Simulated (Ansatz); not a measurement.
# N2 on C (110)

This session takes C and sets out to adsorb N2 from several starts and take the binding apart.

Method: DFT PBE+D3(BJ), scalar-relativistic, plane waves, PAW, in Ansatz 0.2.0.

2 further runs of the same task are left out: 2 set aside as unsound or not needed.

**1. The system as given**

It takes space group Pma2 (No. 28, orthorhombic). The conventional cell has a = 2.515 Å, b = 3.557 Å, c = 22.288 Å, α = 90.00°, β = 90.00°, γ = 90.00°. C (site symmetry m) is surrounded by 3 C at 1.54 Å. C (site symmetry m) has 4 C at 1.54 Å as nearest neighbours. Around C (site symmetry m) lie 4 C at 1.54 to 1.59 Å. C (site symmetry m) is surrounded by 4 C at 1.48 to 1.59 Å. Around C (site symmetry m) lie 3 C at 1.43 to 1.48 Å.

Structure file:

```
C
1.0
     5.03020    0.00000    0.00000
     0.00000    7.11378    0.00000
     0.00000    0.00000   22.28775
C
48
Cartesian
  1.2575 3.5569 8.0000
  1.2575 0.0000 8.0000
  3.7726 3.5569 8.0000
  3.7726 0.0000 8.0000
  2.5151 4.4461 8.0000
  2.5151 0.8892 8.0000
  0.0000 4.4461 8.0000
  0.0000 0.8892 8.0000
  2.5151 5.3353 9.2575
  2.5151 1.7784 9.2575
  0.0000 5.3353 9.2575
  0.0000 1.7784 9.2575
  3.7726 6.2246 9.2575
  3.7726 2.6677 9.2575
  1.2575 6.2246 9.2575
  1.2575 2.6677 9.2575
  3.7726 0.0000 10.5151
  3.7726 3.5569 10.5151
  1.2575 0.0000 10.5151
  1.2575 3.5569 10.5151
  0.0000 0.8892 10.5151
  0.0000 4.4461 10.5151
  2.5151 0.8892 10.5151
  2.5151 4.4461 10.5151
  0.0000 1.7824 11.7661
  0.0000 5.3393 11.7661
  2.5151 1.7824 11.7661
  2.5151 5.3393 11.7661
  1.2575 2.6637 11.7661
  1.2575 6.2206 11.7661
  3.7726 2.6637 11.7661
  3.7726 6.2206 11.7661
  1.2575 3.5897 13.0628
  1.2575 0.0329 13.0628
  3.7726 3.5897 13.0628
  3.7726 0.0329 13.0628
  2.5151 4.4133 13.0628
  2.5151 0.8564 13.0628
  0.0000 4.4133 13.0628
  0.0000 0.8564 13.0628
  2.5151 5.4397 14.1279
  2.5151 1.8828 14.1279
  0.0000 5.4397 14.1279
  0.0000 1.8828 14.1279
  3.7726 6.1202 14.1279
  3.7726 2.5633 14.1279
  1.2575 6.1202 14.1279
  1.2575 2.5633 14.1279
```

Miller indices refer to the conventional cell of the relaxed bulk, Fd-3m (No. 227): a = 3.557 Å, b = 3.557 Å, c = 3.557 Å, α = 90.00°, β = 90.00°, γ = 90.00°.

It is a (110) slab, 6.3 Å thick as cut, with 16 Å of vacuum, in a 2×2 surface cell; its outer planes are C (top) and C (bottom). An earlier relaxation, lower half held, gave -12019.2667 eV, work function 5.32 eV (top face), 5.98 eV (bottom face), dipole along +c 0.130 e·Å per cell.

**2. N2, flat, over a bridge (C-C) site**

input.yaml reads:

```yaml
crystal:
  lattice:
    - [5.0301999808, 0.0, 0.0]
    - [0.0, 7.1137770343, 0.0]
    - [0.0, 0.0, 24.287749976]
  atoms:
    - { symbol: C, position: [0.25, 0.5, 0.3293841549] }
    - { symbol: C, position: [0.25, 0.0, 0.3293841549] }
    - { symbol: C, position: [0.75, 0.5, 0.3293841549] }
    - { symbol: C, position: [0.75, 0.0, 0.3293841549] }
    - { symbol: C, position: [0.5, 0.625, 0.3293841549] }
    - { symbol: C, position: [0.5, 0.125, 0.3293841549] }
    - { symbol: C, position: [0.0, 0.625, 0.3293841549] }
    - { symbol: C, position: [0.0, 0.125, 0.3293841549] }
    - { symbol: C, position: [0.5, 0.75, 0.3811612852] }
    - { symbol: C, position: [0.5, 0.25, 0.3811612852] }
    - { symbol: C, position: [0.0, 0.75, 0.3811612852] }
    - { symbol: C, position: [0.0, 0.25, 0.3811612852] }
    - { symbol: C, position: [0.75, 0.875, 0.3811612852] }
    - { symbol: C, position: [0.75, 0.375, 0.3811612852] }
    - { symbol: C, position: [0.25, 0.875, 0.3811612852] }
    - { symbol: C, position: [0.25, 0.375, 0.3811612852] }
    - { symbol: C, position: [0.75, 0.0, 0.4329384155] }
    - { symbol: C, position: [0.75, 0.5, 0.4329384155] }
    - { symbol: C, position: [0.25, 0.0, 0.4329384155] }
    - { symbol: C, position: [0.25, 0.5, 0.4329384155] }
    - { symbol: C, position: [0.0, 0.125, 0.4329384155] }
    - { symbol: C, position: [0.0, 0.625, 0.4329384155] }
    - { symbol: C, position: [0.5, 0.125, 0.4329384155] }
    - { symbol: C, position: [0.5, 0.625, 0.4329384155] }
    - { symbol: C, position: [0.0, 0.2505611707, 0.4844442303] }
    - { symbol: C, position: [0.0, 0.7505611707, 0.4844442303] }
    - { symbol: C, position: [0.5, 0.2505611707, 0.4844442303] }
    - { symbol: C, position: [0.5, 0.7505611707, 0.4844442303] }
    - { symbol: C, position: [0.25, 0.3744388293, 0.4844442303] }
    - { symbol: C, position: [0.25, 0.8744388293, 0.4844442303] }
    - { symbol: C, position: [0.75, 0.3744388293, 0.4844442303] }
    - { symbol: C, position: [0.75, 0.8744388293, 0.4844442303] }
    - { symbol: C, position: [0.25, 0.5046180763, 0.5378363164] }
    - { symbol: C, position: [0.25, 0.0046180763, 0.5378363164] }
    - { symbol: C, position: [0.75, 0.5046180763, 0.5378363164] }
    - { symbol: C, position: [0.75, 0.0046180763, 0.5378363164] }
    - { symbol: C, position: [0.5, 0.6203819237, 0.5378363164] }
    - { symbol: C, position: [0.5, 0.1203819237, 0.5378363164] }
    - { symbol: C, position: [0.0, 0.6203819237, 0.5378363164] }
    - { symbol: C, position: [0.0, 0.1203819237, 0.5378363164] }
    - { symbol: C, position: [0.5, 0.7646741098, 0.5816870748] }
    - { symbol: C, position: [0.5, 0.2646741098, 0.5816870748] }
    - { symbol: C, position: [0.0, 0.7646741098, 0.5816870748] }
    - { symbol: C, position: [0.0, 0.2646741098, 0.5816870748] }
    - { symbol: C, position: [0.75, 0.8603258902, 0.5816870748] }
    - { symbol: C, position: [0.75, 0.3603258902, 0.5816870748] }
    - { symbol: C, position: [0.25, 0.8603258902, 0.5816870748] }
    - { symbol: C, position: [0.25, 0.3603258902, 0.5816870748] }
    - { symbol: "N", position: [0.375, 1.0625, 0.6578571606] }
    - { symbol: "N", position: [0.5297811715, 0.9532723703, 0.6578571606] }
basis:
  ecutwfc: 420
kpoints:
  mp_grid: { grid: [3, 2, 1] }
hamiltonian:
  xc: pbe
  dispersion: d3bj
scf:
  occupations: { method: gaussian, width: 0.05 }
output:
  forces: true
  eigenvalues: true
relax:
  adjacent_minimum: "off"
  f_tol: 0.04
  max_steps: 100
  constraints:
    - { sites: [0, 1, 2, 3, 4, 5, 6, 7, 8, 9, 10, 11, 12, 13, 14, 15, 16, 17, 18, 19, 20, 21, 22, 23] }
efield:
  axis: 3
  dipole_correction: true
  ramp_width: 0.04
```

The run is started by

```sh
$ ansatz run input.yaml --threads 4 --pin off --max-ram 10240MiB --backend cpu --events-out ev --progress --plain --runs-dir out
```

The session goes on with these runs: N2, upright, over a bridge (C-C) site; N2, tilted, over a hollow (nearest C) site; the lowest end once more, with its density; the slab alone, frozen as in the lowest end; the molecules alone, frozen as adsorbed.

What does the calculation give? Wanted: N2: lowest end; interaction of the frozen parts; electrons moved above the midplane.

As calculated:

| quantity | value |
| --- | --- |
| N2: lowest end | E_ads -0.12 eV, tilted start over hollow C-C-C |
| interaction of the frozen parts | -0.11 eV a cell |
| cost of deforming the slab | 0.00 eV |
| cost of deforming and crowding the molecules | -0.01 eV |
| electrons moved above the midplane | -0.001 |

What this shows: N2 binds with 0.12 eV a molecule at best, which is physisorption. In all 0.02 electrons are rearranged, and 0.00 cross the midplane towards the slab. The final runs have no spin polarisation, so no magnetic state was tried and one may lie lower.
